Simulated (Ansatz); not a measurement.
# C2H6F2Si2: the cost of one run

Computed with Ansatz 0.2.0 through its Python package. Level of theory: r2SCAN/def2-SVP.

## (1) The system

Bond lengths: F1–Si2 1.686 Å, Si2–C3 1.847 Å, C3–C4 1.335 Å, C4–Si5 1.847 Å, Si5–F6 1.686 Å, Si2–H7 1.470 Å, Si2–H8 1.470 Å, C3–H9 1.086 Å, C4–H10 1.086 Å, Si5–H11 1.471 Å, Si5–H12 1.470 Å. Angles (14 of 18 angles, heavy atoms first): F1–Si2–C3 109.5°, Si2–C3–C4 120.8°, C3–C4–Si5 121.0°, C4–Si5–F6 109.4°, F1–Si2–H7 109.5°, F1–Si2–H8 109.5°, C3–Si2–H7 109.4°, C3–Si2–H8 109.4°, Si2–C3–H9 118.4°, C4–C3–H9 120.8°, C3–C4–H10 120.7°, Si5–C4–H10 118.3°, C4–Si5–H11 110.1°, C4–Si5–H12 109.3°.

The script holds or builds the structure itself.

## (2) The script

The input, c2h6f2si2_opt.py:

```python
'''Minimum-energy structure of C2H6F2Si2.'''

import warnings

import ansatz
import numpy as np

GEOMETRY = '''
F    -2.57010   -1.69980    0.16610
Si   -2.26810   -0.04870    0.00430
C    -0.49180    0.21360   -0.42690
C     0.47950   -0.19730    0.39240
Si    2.25790    0.06420   -0.03310
F     2.98370    1.01350    1.15650
H    -2.56880    0.63180    1.27260
H    -3.11680    0.50260   -1.06230
H    -0.25640    0.71120   -1.36270
H     0.24190   -0.69360    1.32850
H     2.37200    0.74050   -1.33420
H     2.93710   -1.23800   -0.10100
'''

warnings.simplefilter('ignore', ansatz.DeckWarning)

mol = ansatz.Crystal.molecule()
for line in GEOMETRY.strip().splitlines():
    symbol, *xyz = line.split()
    mol = mol.atom(symbol, [float(v) for v in xyz])

calculation = (
    mol.calculation()
    .basis(gaussian='def2-SVP')
    .functional('r2scan')
)
symbols = [site.symbol for site in mol.cartesian_sites]
start = np.array([site.position_ang for site in mol.cartesian_sites], dtype=float)
summary = calculation.relax(force_tolerance=0.005).run(threads=1).report
end = np.array(summary['positions_ang'])

for key in ('converged', 'free_energy_ev', 'reference_energy_ev', 'n_frozen', 'n_occupied', 'n_virtual'):
    print(f'{key:22s} {summary[key]}')

print('bond        before    after (A)')
for i, j in [(0, 1), (1, 2), (1, 6), (1, 7), (2, 3), (2, 8), (3, 4), (3, 9), (4, 5), (4, 10), (4, 11)]:
    d0, d1 = (np.linalg.norm(xyz[i] - xyz[j]) for xyz in (start, end))
    print(f'{symbols[i]}{i}-{symbols[j]}{j}'.ljust(10), f'{d0:8.4f} {d1:8.4f}')
```

## (3) The input behind the calls

The engine receives this input:

```yaml
crystal:
  periodic: [false, false, false]
  atoms:
    - { symbol: F, position_ang: [-2.5701, -1.6998, 0.1661] }
    - { symbol: Si, position_ang: [-2.2681, -0.0487, 0.0043] }
    - { symbol: C, position_ang: [-0.4918, 0.2136, -0.4269] }
    - { symbol: C, position_ang: [0.4795, -0.1973, 0.3924] }
    - { symbol: Si, position_ang: [2.2579, 0.0642, -0.0331] }
    - { symbol: F, position_ang: [2.9837, 1.0135, 1.1565] }
    - { symbol: H, position_ang: [-2.5688, 0.6318, 1.2726] }
    - { symbol: H, position_ang: [-3.1168, 0.5026, -1.0623] }
    - { symbol: H, position_ang: [-0.2564, 0.7112, -1.3627] }
    - { symbol: H, position_ang: [0.2419, -0.6936, 1.3285] }
    - { symbol: H, position_ang: [2.372, 0.7405, -1.3342] }
    - { symbol: H, position_ang: [2.9371, -1.238, -0.101] }
basis:
  gaussian:
    orbitals: def2-SVP
hamiltonian:
  xc: r2scan
relax:
  f_tol: 0.005
```

## (4) The run

Run with:

```
$ python c2h6f2si2_opt.py
```

Q: Estimate wall time and peak memory on 1 thread of Arm Neoverse V2, shared host.

About 4.2 min, with a peak of 0.26 GiB.
